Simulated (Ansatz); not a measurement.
# B3LYP/6-31G(d) (Cartesian functions) run of Si3NH9 (trisilylamine)

What is the energy change on altering one bond length of Si3NH9 (trisilylamine) at B3LYP/6-31G* (Cartesian functions)? 

The calculation is run with Ansatz 0.2.0.

59 further runs of the same task are left out: 59 set aside as unsound or not needed.

### 1 The system as given

Si3NH9: 13 atoms, total charge 0, spin state singlet. As SMILES, `[SiH3]N([SiH3])[SiH3]`. The coordinates come from a PBE0-D4/def2-TZVP relaxation.

Bond lengths: Si1–N2 1.735 Å, N2–Si3 1.735 Å, N2–Si4 1.735 Å, Si1–H5 1.488 Å, Si1–H6 1.487 Å, Si1–H7 1.487 Å, Si3–H8 1.487 Å, Si3–H9 1.487 Å, Si3–H10 1.488 Å, Si4–H11 1.487 Å, Si4–H12 1.488 Å, Si4–H13 1.487 Å. Some angles: Si1–N2–Si3 120.0°, Si1–N2–Si4 120.0°, Si3–N2–Si4 120.0°, N2–Si1–H5 107.2°, N2–Si1–H6 111.4°, N2–Si1–H7 111.4°, N2–Si3–H8 111.4°, N2–Si3–H9 111.4°, N2–Si3–H10 107.2°, N2–Si4–H11 111.4°.

### 2 The energy at B3LYP/6-31G(d) (Cartesian functions)

The input, molecule.yaml:

```yaml
crystal:
  periodic: [false, false, false]
  atoms:
    - {symbol: Si, position_ang: [-0.519450, 1.440730, -0.815850]}
    - {symbol: "N", position_ang: [-0.000690, -0.000090, 0.000350]}
    - {symbol: Si, position_ang: [0.784860, 0.112060, 1.543580]}
    - {symbol: Si, position_ang: [-0.265590, -1.552910, -0.727470]}
    - {symbol: H, position_ang: [-1.148110, 1.019270, -2.096710]}
    - {symbol: H, position_ang: [-1.512750, 2.195720, -0.007190]}
    - {symbol: H, position_ang: [0.625850, 2.343510, -1.105390]}
    - {symbol: H, position_ang: [0.020170, -0.607680, 2.596110]}
    - {symbol: H, position_ang: [2.158120, -0.455830, 1.496860]}
    - {symbol: H, position_ang: [0.862760, 1.555850, 1.894200]}
    - {symbol: H, position_ang: [-1.713780, -1.813530, -0.940290]}
    - {symbol: H, position_ang: [0.285610, -2.575110, 0.202450]}
    - {symbol: H, position_ang: [0.422990, -1.661990, -2.040670]}
basis:
  gaussian:
    orbitals: "6-31G*"
hamiltonian:
  xc: {name: B3LYP}
accuracy: high
output: {orbitals: {seedname: orbitals}}
```

On the command line:

```console
$ ansatz run molecule.yaml --threads 1 --pin off --max-ram 3480MiB --events-out events.jsonl --progress --plain --runs-dir runs
```

Standard output:

```text
Warning: RAYON_NUM_THREADS=1 ignored (pool sized by the plan → 1); use --threads N
Functional definition: B3LYP
  name "B3LYP"
  parameter a0 = 0.2
  parameter ax = 0.72
  parameter ac = 0.81
  exchange = (1 - a0 - ax)*slater_x + ax*b88_x + a0*exact_x
  correlation = (1 - ac)*vwn_rpa_c + ac*lyp_c
2144 factors; integrals over basis functions are off by at most 3.6e-9 eV
mean field evaluation 1: about -25264.1454 eV, gradient 5.8e1 eV
mean field evaluation 2: about -25247.7838 eV, gradient 9.8e1 eV
mean field evaluation 4: about -25270.7761 eV, gradient 1.2e0 eV
mean field evaluation 8: about -25271.0086 eV, gradient 7.1e-3 eV
mean field evaluation 16: about -25271.0086 eV, gradient 1.2e-6 eV
mean field -25271.00862063 eV, -928.6924375033 hartree, gradient 4.0e-8 eV, S^2 0.000000; 0 other end points of the search recorded, 0 dependent functions left out
reference -25271.00867144 eV, -928.6924393706 hartree; 29, 29 occupied and 61, 61 virtual orbitals, 2144 factors
Total energy: -25271.00867144 eV, -928.6924393706 hartree
```

It took 10 s on 1 thread of Arm Neoverse V2, shared host; peak memory 0.36 GiB.

### 3 The distorted shape at the same level

The input, input.yaml:

```yaml
crystal:
  periodic: [false, false, false]
  atoms:
    - {symbol: Si, position_ang: [-0.205140, 1.651447, -0.175461]}
    - {symbol: "N", position_ang: [0.313620, 0.210627, 0.640739]}
    - {symbol: Si, position_ang: [1.099170, 0.322777, 2.183969]}
    - {symbol: Si, position_ang: [0.048720, -1.342193, -0.087081]}
    - {symbol: H, position_ang: [-1.148110, 1.019270, -2.096710]}
    - {symbol: H, position_ang: [-1.198440, 2.406437, 0.633199]}
    - {symbol: H, position_ang: [0.940160, 2.554227, -0.465001]}
    - {symbol: H, position_ang: [0.334480, -0.396963, 3.236499]}
    - {symbol: H, position_ang: [2.472430, -0.245113, 2.137249]}
    - {symbol: H, position_ang: [1.177070, 1.766567, 2.534589]}
    - {symbol: H, position_ang: [-1.399470, -1.602813, -0.299901]}
    - {symbol: H, position_ang: [0.599920, -2.364393, 0.842839]}
    - {symbol: H, position_ang: [0.737300, -1.451273, -1.400281]}
basis:
  gaussian: {orbitals: "6-31G*"}
accuracy: high
hamiltonian: {xc: {name: B3LYP}}
output: {orbitals: {seedname: orbitals}}
```

On the command line:

```console
$ ansatz run input.yaml --threads 1 --pin off --max-ram 3480MiB --events-out events.jsonl --progress --plain --runs-dir runs
```

Standard output:

```text
Warning: RAYON_NUM_THREADS=1 ignored (pool sized by the plan → 1); use --threads N
[... 7 set-up lines as earlier in the session ...]
2149 factors; integrals over basis functions are off by at most 3.6e-9 eV
mean field evaluation 1: about -25262.2212 eV, gradient 5.8e1 eV
mean field evaluation 2: about -25244.9632 eV, gradient 9.9e1 eV
mean field evaluation 4: about -25268.8000 eV, gradient 3.0e0 eV
mean field evaluation 8: about -25269.0545 eV, gradient 3.5e-1 eV
mean field evaluation 16: about -25269.0550 eV, gradient 2.5e-5 eV
mean field -25269.05499185 eV, -928.6206429698 hartree, gradient 2.1e-8 eV, S^2 0.000000; 0 other end points of the search recorded, 0 dependent functions left out
reference -25269.05504338 eV, -928.6206448634 hartree; 29, 29 occupied and 61, 61 virtual orbitals, 2149 factors
Total energy: -25269.05504338 eV, -928.6206448634 hartree
```

Run time: 10 s. Hardware: 1 thread of Arm Neoverse V2, shared host; peak memory 0.36 GiB.

### 4 Outcome

At B3LYP/6-31G* (Cartesian functions):

| quantity | value |
| --- | --- |
| first shape: total energy | -928.69244 Eh |
| first shape: HOMO energy | -7.20 eV |
| first shape: LUMO energy | -0.15 eV |
| first shape: HOMO–LUMO gap | 7.05 eV |
| distorted shape: total energy | -928.62064 Eh |
| distorted shape: HOMO energy | -7.42 eV |
| distorted shape: LUMO energy | -1.31 eV |
| distorted shape: HOMO–LUMO gap | 6.12 eV |
| energy change with the Si1–H5 bond stretched from 1.488 to 2.232 Å | 1.954 eV |

What this shows: With the Si1–H5 bond stretched from 1.488 to 2.232 Å the energy rises by 1.95 eV (188 kJ/mol). The first shape isn't relaxed at this level, so the change isn't measured from a minimum.
